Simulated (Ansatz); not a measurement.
**CH₆BClSi: small, medium and large basis sets**

An exercise on one series of results from a longer session: the logs are not shown, and one member is left open.

Computed with Ansatz 0.2.0, Gaussian basis. Level: one geometry, several basis sets.

The runs, in order: PBE0-D4/def2-SVP; ωB97M-V/def2-SVP; PBE0-D4/def2-QZVPP; ωB97M-V/def2-QZVPP; the functionals' def2-TZVPP values are taken from earlier runs.

## The relaxed structure

All runs share one geometry, relaxed beforehand with PBE0-D4 in a triple-zeta def2 set.

SMILES `BC[SiH2]Cl`, 10 atoms, charge 0, spin multiplicity 1.

Atoms are counted from 1 here; the program's logs count them from 0.

Bond lengths: B1–C2 1.538 Å, B1–H5 1.197 Å, B1–H6 1.197 Å, C2–Si3 1.876 Å, C2–H7 1.095 Å, C2–H8 1.095 Å, Si3–Cl4 2.058 Å, Si3–H9 1.481 Å, Si3–H10 1.481 Å. Angles: C2–B1–H5 120.6°, C2–B1–H6 120.7°, H5–B1–H6 118.6°, B1–C2–Si3 109.7°, B1–C2–H7 114.0°, B1–C2–H8 114.0°, Si3–C2–H7 103.9°, Si3–C2–H8 103.9°, H7–C2–H8 110.3°, C2–Si3–Cl4 108.7°, C2–Si3–H9 111.6°, C2–Si3–H10 111.5°, Cl4–Si3–H9 107.3°, Cl4–Si3–H10 107.3°, H9–Si3–H10 110.2°.

Set-up of the first run:

File in.yaml:

```yaml
crystal:
  periodic: [false, false, false]
  atoms:
    - {symbol: B, position_ang: [-1.284820, 0.950477, 0.110894]}
    - {symbol: C, position_ang: [-0.599051, -0.351399, -0.337513]}
    - {symbol: Si, position_ang: [1.205650, -0.325866, 0.174832]}
    - {symbol: Cl, position_ang: [2.091277, -2.078547, -0.442384]}
    - {symbol: H, position_ang: [-1.282489, 1.916230, -0.596570]}
    - {symbol: H, position_ang: [-1.780712, 1.036514, 1.197098]}
    - {symbol: H, position_ang: [-0.562170, -0.484119, -1.423748]}
    - {symbol: H, position_ang: [-0.995478, -1.252032, 0.142519]}
    - {symbol: H, position_ang: [1.353082, -0.251379, 1.646545]}
    - {symbol: H, position_ang: [1.937811, 0.788921, -0.468771]}
basis:
  gaussian: {orbitals: def2-SVP}
hamiltonian: {xc: pbe0, dispersion: d4}
output: {orbitals: {seedname: orbitals}}
```

Command:

```bash
$ ansatz run in.yaml --threads 2 --pin off --events-out ev --progress --plain --max-ram 4352MiB
```

Among the steps run: PBE0-D4 in def2-SVP; ωB97M-V in def2-SVP; PBE0-D4 in def2-QZVPP; ωB97M-V in def2-QZVPP.

One table of the session follows, with a row left open; its other results are not shown here.

It belongs to the step «Functionals by basis». 

```
functional       basis  HOMO (eV)  LUMO (eV)
   PBE0-D4    def2-SVP      -8.74      -1.69
   PBE0-D4  def2-TZVPP      -8.84      -1.78
   PBE0-D4  def2-QZVPP          ?          ?
   ωB97M-V    def2-SVP     -10.91       0.34
   ωB97M-V  def2-TZVPP     -11.05       0.12
   ωB97M-V  def2-QZVPP     -11.07       0.04
```

Q: Estimate the row for PBE0-D4, def2-QZVPP from the others.

As computed: HOMO (eV): -8.85; LUMO (eV): -1.81. In the column «HOMO (eV)» it lies between ωB97M-V, def2-SVP (-10.91) and PBE0-D4, def2-TZVPP (-8.84).
